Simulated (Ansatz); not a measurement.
# Zr2AlC: the cost of one run

Program: Ansatz 0.2.0. Level of theory: DFT PBEsol, scalar-relativistic, plane waves, PAW. These are calculated values, not measurements.

1 further run of the same task is left out (set aside as unsound or not needed).

## 1. The starting structure

It takes space group P6_3/mmc (No. 194, hexagonal). The conventional cell has a = 3.290 Å, b = 3.290 Å, c = 14.516 Å, α = 90.00°, β = 90.00°, γ = 120.00°. Around Zr (site symmetry 3m) lie 3 C at 2.28 Å. Around Al (site symmetry -6m2) lie 6 Zr at 3.04 Å and 6 Al at 3.29 Å. C (site symmetry -3m) is surrounded by 6 Zr at 2.28 Å.

Coordinates:

```cif
data_structure
_symmetry_space_group_name_H-M 'P 1'
_symmetry_Int_Tables_number 1
_cell_length_a 3.2898
_cell_length_b 3.2898
_cell_length_c 14.5160
_cell_angle_alpha 90.000
_cell_angle_beta 90.000
_cell_angle_gamma 120.000
_cell_volume 136.05
loop_
_atom_site_label
_atom_site_type_symbol
_atom_site_fract_x
_atom_site_fract_y
_atom_site_fract_z
_atom_site_occupancy
Zr1 Zr 0.33333 0.66667 0.08636 1
Zr2 Zr 0.66667 0.33333 0.58636 1
Zr3 Zr 0.66667 0.33333 0.91364 1
Zr4 Zr 0.33333 0.66667 0.41364 1
Al1 Al 0.33333 0.66667 0.75000 1
Al2 Al 0.66667 0.33333 0.25000 1
C1 C 0.00000 0.00000 0.00000 1
C2 C 0.00000 0.00000 0.50000 1
```

It goes back to an entry of the Materials Project, which need not be the stable form.

It is the result of an earlier relaxation at this level (volume 17.01 Å³/atom; gap on the mesh: none (metal)).

## 2. Bands, states and charges

input.yaml reads:

```yaml
crystal:
  lattice:
    - [3.2897760436, 0.0, 0.0]
    - [-1.6448880218, 2.8490296265, 0.0]
    - [0.0, 0.0, 14.5160254828]
  atoms:
    - { symbol: Zr, position: [0.3333333333, 0.6666666667, 0.0863599366] }
    - { symbol: Zr, position: [0.6666666667, 0.3333333333, 0.5863599366] }
    - { symbol: Zr, position: [0.6666666667, 0.3333333333, 0.9136400634] }
    - { symbol: Zr, position: [0.3333333333, 0.6666666667, 0.4136400634] }
    - { symbol: Al, position: [0.3333333333, 0.6666666667, 0.75] }
    - { symbol: Al, position: [0.6666666667, 0.3333333333, 0.25] }
    - { symbol: C, position: [0.0, 0.0, 0.0] }
    - { symbol: C, position: [0.0, 0.0, 0.5] }
basis:
  ecutwfc: 420
kpoints:
  mp_grid: { grid: [12, 12, 4] }
  band_path:
    path:
      - [[0.0, 0.0, 0.0], [0.5, 0.0, 0.0], [0.33333333, 0.33333333, 0.0], [0.0, 0.0, 0.0], [0.0, 0.0, 0.5], [0.5, 0.0, 0.5], [0.33333333, 0.33333333, 0.5], [0.0, 0.0, 0.5]]
      - [[0.5, 0.0, 0.5], [0.5, 0.0, 0.0]]
      - [[0.33333333, 0.33333333, 0.5], [0.33333333, 0.33333333, 0.0]]
    npoints: 14
hamiltonian:
  xc: pbesol
scf:
  occupations: { method: gaussian, width: 0.1 }
  n_extra_bands: 20
output:
  forces: true
  stress: true
  eigenvalues: true
  populations: true
  dos: { projected: true, de: 0.02, nscf_kmesh: { grid: [18, 18, 6] } }
  bader: true
  write_density: true
  write_potential: true
  elf: true
  volumetric_format: npy
```

The run is started by

```console
ansatz run input.yaml --threads 2 --pin off --max-ram 5120MiB --backend cpu --events-out ev --progress --plain --runs-dir out
```

**Question.** How long does this run take on 2 threads of Arm Neoverse V1, shared host, and how much memory does it need?

About 69 s, with a peak of 0.83 GiB.
